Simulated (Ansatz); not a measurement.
# GeH− (singlet): wave-function methods side by side, aug-cc-pVDZ

Aim: climb from Hartree-Fock through coupled cluster and multireference methods for GeH− (singlet) at one geometry and basis, and see what each rung misses.

The runs use Ansatz 0.2.0, Gaussian basis; aug-cc-pVDZ, core rule «outside noble gas», up to 14 orbitals frozen.

To be run: UHF; CCSD(T) on RHF; CCSD(T) on UHF; BCCD(T) on RHF; CISD; CCSDT(Q) on RHF; CCSDT(Q) on UHF; CCSDTQ on RHF; CASSCF and MRCISD+Q, 6 electrons in 5 orbitals; CASSCF and NEVPT2, 6 electrons in 5 orbitals; Full CI.

12 further runs of the same task are left out: 3 that didn't finish, 9 set aside as unsound or not needed.

## (1) The system

The geometry is a PBE0/def2-TZVPD stationary point (not a proven minimum). No spin-orbit coupling is included. The filled d shell of Ge may be among the frozen orbitals whatever the setting's name suggests; the logs give the count.

2 atoms, charge -1, spin multiplicity 1.

Atoms are counted from 1 here; the program's logs count them from 0.

Bond lengths: Ge1–H2 1.633 Å.

As a file:

```xyz
2
charge -1, multiplicity 1
Ge    0.00000    0.00000    0.00000
H     0.00000    0.00000    1.63317
```

## (2) UHF

in.yaml reads:

```yaml
crystal:
  periodic: [false, false, false]
  atoms:
    - {symbol: Ge, position_ang: [0.000000, 0.000000, 0.000000]}
    - {symbol: H, position_ang: [0.000000, 0.000000, 1.633171]}
basis:
  gaussian: {orbitals: aug-cc-pVDZ}
total_charge: -1
magnetization: {spin_polarized: true, initial_magnetization: 0}
hamiltonian: {xc: hf}
output: {orbitals: {seedname: orbitals}}
```

Command:

```sh
> ansatz run in.yaml --threads 1 --pin off --events-out ev --progress --plain --max-ram 2176MiB
```

After this run come: CCSD(T) on RHF; CCSD(T) on UHF; BCCD(T) on RHF; CISD; CCSDT(Q) on RHF; CCSDT(Q) on UHF; CCSDTQ on RHF; CASSCF and MRCISD+Q, 6 electrons in 5 orbitals; CASSCF and NEVPT2, 6 electrons in 5 orbitals; Full CI.

**Question.** What will the summary of the whole plan be? Wanted: FCI below the RHF energy; RMP2 from FCI; RCCSD from FCI; RCCSD(T) from FCI; RCCSDT(Q) from FCI; T1 diagnostic; effectively unpaired electrons.

As calculated:

| quantity | value |
| --- | --- |
| FCI below the RHF energy | -3.4027 eV |
| RMP2 from FCI | +94.6 kJ/mol |
| RCCSD from FCI | +27.4 kJ/mol |
| RCCSD(T) from FCI | +15.0 kJ/mol |
| RCCSDT(Q) from FCI | -0.7 kJ/mol |
| levels within 1 kcal/mol (43 meV) | RCCSDT, RCCSDT(Q), RCCSDTQ |
| T1 diagnostic | 0.012 |
| effectively unpaired electrons | 2.05 |

RCCSD(T) lands +15.0 kJ/mol from the yardstick (4.6 % of the correlation energy). RCCSDT(Q) falls below full CI, which methods that aren't variational can do. The occupations show strong static correlation (2.0 unpaired electrons where one determinant has 0). These misses are within one basis, not against nature.
